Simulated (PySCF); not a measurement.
**OCa2 (triplet): basis, grid and Hamiltonian**

Aim: see how much the energy and properties of OCa2 (triplet) depend on the numerical set-up.

The runs use PySCF 2.14.0; each script names its method and basis.

3 further runs of the same task are left out: 3 that didn't finish.

## 1. The system as given

OCa2 (triplet): 3 atoms, charge 0, spin multiplicity 3.

Bond lengths: O1–Ca2 1.947 Å, O1–Ca3 1.947 Å. Angles: Ca2–O1–Ca3 180.0°.

## 2. Base script

Input file input.py:

```python
from pyscf import gto, scf

mol = gto.M(
    atom='O 0 0 0; Ca 0 0 1.9474; Ca 0 0 -1.9474',
    basis='sto-3g',
    charge=0,
    spin=2,
    verbose=4,
)
mf = scf.UHF(mol)
mf.kernel()
mf.analyze()
print('orbital energies (hartree):', [e[max(0, n-3):n+3].round(4) for e, n in zip(mf.mo_energy, mol.nelec)])
```

Launch:

```console
OMP_NUM_THREADS=1 python input.py
```

The log of this run is left out.

In short: E(SCF) = -1413.664628 Eh, ⟨S²⟩ = 2.218, μ = 0.00 D.

The triplet is typed in the script; nothing here shows that it is the ground state.

## 3. Pcseg-1

Run 1 changes basis set: sto-3g → pcseg-1.

Input file input.py:

```python
from pyscf import gto, scf

mol = gto.M(
    atom='O 0 0 0; Ca 0 0 1.9474; Ca 0 0 -1.9474',
    basis='pcseg-1',
    charge=0,
    spin=2,
    verbose=4,
)
mf = scf.UHF(mol)
mf.kernel()
mf.analyze()
print('orbital energies (hartree):', [e[max(0, n-3):n+3].round(4) for e, n in zip(mf.mo_energy, mol.nelec)])
```

Launch:

```console
OMP_NUM_THREADS=1 python input.py
```

## 4. Lanl2dz (core potential on)

Run 2 changes basis set: sto-3g → lanl2dz; core potential: off → on. The core potential changes with it: totals don't compare.

Input file input.py:

```python
from pyscf import gto, scf

mol = gto.M(
    atom='O 0 0 0; Ca 0 0 1.9474; Ca 0 0 -1.9474',
    basis='lanl2dz',
    ecp={'Ca': 'lanl2dz'},
    charge=0,
    spin=2,
    verbose=4,
)
mf = scf.UHF(mol)
mf.kernel()
mf.mulliken_pop()
mf.dip_moment()
print('orbital energies (hartree):', [e[max(0, n-3):n+3].round(4) for e, n in zip(mf.mo_energy, mol.nelec)])
```

Before running it: what results should come out? Wanted: for each run, E(SCF); from base; gap, α spin; SCF dipole.

As calculated:

| run | E(SCF) (hartree) | from base (eV) | cycles | gap, α spin (eV) | SCF dipole (D) | functions |
| --- | --- | --- | --- | --- | --- | --- |
| base | -1413.664628 | 0 | 46 | 8.81 | 0.00 | 31 |
| pcseg-1 | -1428.231961 | -396.3973 | 11 | 6.91 | 0.00 | 62 |
| lanl2dz (core potential on) | -147.304431 | not comparable | 13 | 5.94 | 0.00 | 33 |

In words: pcseg-1 (62 functions) gives an energy 396.40 eV lower than sto-3g (31).
